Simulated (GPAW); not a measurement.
Pd3I:

```
CELL_PARAMETERS angstrom
-2.14695 2.14695 3.87591
2.14695 -2.14695 3.87591
2.14695 2.14695 -3.87591
ATOMIC_POSITIONS crystal
I 0.00000 0.00000 0.00000
Pd 0.50000 0.50000 0.00000
Pd 0.25000 0.75000 0.50000
Pd 0.75000 0.25000 0.50000
```

The cell comes from a database or a generator and needn't be the stable form of this composition.

Base run:

```yaml
Program: GPAW 26.7.0
Functional: RPBE
Potentials_or_basis: the program's PAW data sets (release 1.2.1) made for this functional
Cutoff: 600 eV
Basis: pw
k_mesh: 9 × 9 × 9
Occupations: gaussian, width 0.1 eV
Spin: no spin polarisation
```

Its results: band gap on the k mesh none (metal or under the smearing width); pressure 4.2 GPa.

The run is repeated on the same cell with these changes: functional from RPBE to LDA. What comes out?

Band gap on the k mesh none (metal or under the smearing width); pressure -9.7 GPa.

LDA binds more tightly than RPBE, so the same cell stands under less pressure.

Caveats: an odd number of electrons without spin polarisation forces a metal; a magnetic or distorted state may lie lower.

Not every run made on this cell is shown here.
